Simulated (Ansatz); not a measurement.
# BClH₄SeSi: one species, many methods

An exercise on one series of results from a longer session: the logs are not shown, and one member is left open.

The runs use Ansatz 0.2.0, Gaussian basis; functionals in def2-TZVPP, the program's frozen cores in correlated methods.

The runs, in order: PBE-D4, r2SCAN-D4, PBE0-D4, B3LYP-D4, ωB97X-V, ωB97M-V, B2PLYP; CCSD(T)/def2-TZVPP; MP2/def2-QZVPP; extrapolation to the limit.

## The relaxed structure

All runs share one geometry, relaxed beforehand with PBE0-D4 in a triple-zeta def2 set.

SMILES `[SiH3][Se]BCl`, 8 atoms, charge 0, spin multiplicity 1.

Atoms are counted from 1 here; the program's logs count them from 0.

Bond lengths: Si1–Se2 2.294 Å, Si1–H5 1.482 Å, Si1–H6 1.483 Å, Si1–H7 1.482 Å, Se2–B3 1.922 Å, B3–Cl4 1.742 Å, B3–H8 1.191 Å. Angles: Se2–Si1–H5 110.2°, Se2–Si1–H6 106.1°, Se2–Si1–H7 110.1°, H5–Si1–H6 110.2°, H5–Si1–H7 110.0°, H6–Si1–H7 110.2°, Si1–Se2–B3 95.4°, Se2–B3–Cl4 119.7°, Se2–B3–H8 121.8°, Cl4–B3–H8 118.5°.

The first run:

The input, in.yaml:

```yaml
crystal:
  periodic: [false, false, false]
  atoms:
    - {symbol: Si, position_ang: [-0.945673, 0.859668, -0.613625]}
    - {symbol: Se, position_ang: [0.047911, 0.417181, 1.405954]}
    - {symbol: B, position_ang: [1.146430, -1.020206, 0.757297]}
    - {symbol: Cl, position_ang: [2.216129, -1.850661, 1.852678]}
    - {symbol: H, position_ang: [-1.685688, -0.332824, -1.091048]}
    - {symbol: H, position_ang: [-1.884020, 1.982234, -0.373638]}
    - {symbol: H, position_ang: [0.078109, 1.252702, -1.611100]}
    - {symbol: H, position_ang: [1.119003, -1.365094, -0.382319]}
basis:
  gaussian: {orbitals: def2-TZVPP}
hamiltonian: {xc: pbe, dispersion: d4}
output: {forces: true, orbitals: {seedname: orbitals}}
```

The run is started by

```sh
ansatz run in.yaml --threads 4 --pin off --events-out ev --progress --plain --max-ram 10444MiB
```

Steps of the session up to this table: PBE-D4 (GGA); r2SCAN-D4 (meta-GGA); PBE0-D4 (hybrid); B3LYP-D4 (hybrid); ωB97X-V (range-separated); ωB97M-V (range-separated); B2PLYP (double hybrid); CCSD(T) in def2-TZVPP; MP2 in def2-QZVPP.

One of the session's tables, all rows but one given; the rest of the session is left out.

It belongs to the step «Atomisation energies». 

```
            method  atomisation energy (eV)
            PBE-D4                   25.903
         r2SCAN-D4                   25.955
           PBE0-D4                   25.696
          B3LYP-D4                        ?
           ωB97X-V                   25.862
           ωB97M-V                   25.724
            B2PLYP                   25.328
     HF/def2-TZVPP                   19.463
    MP2/def2-TZVPP                   25.382
   CCSD/def2-TZVPP                   24.633
CCSD(T)/def2-TZVPP                   25.026
           MP2/CBS                   26.093
       CCSD(T)/CBS                   25.737
```

**Question.** Estimate the row for B3LYP-D4.

As computed: atomisation energy (eV): 25.611. In the column «atomisation energy (eV)» it lies between MP2/def2-TZVPP (25.382) and PBE0-D4 (25.696).

To keep in mind: Free atoms (1 Si, 1 Se, 1 B, 1 Cl, 4 H) were run apart at each level; the atomisation energy is their sum less the molecule, without zero-point or spin-orbit terms.
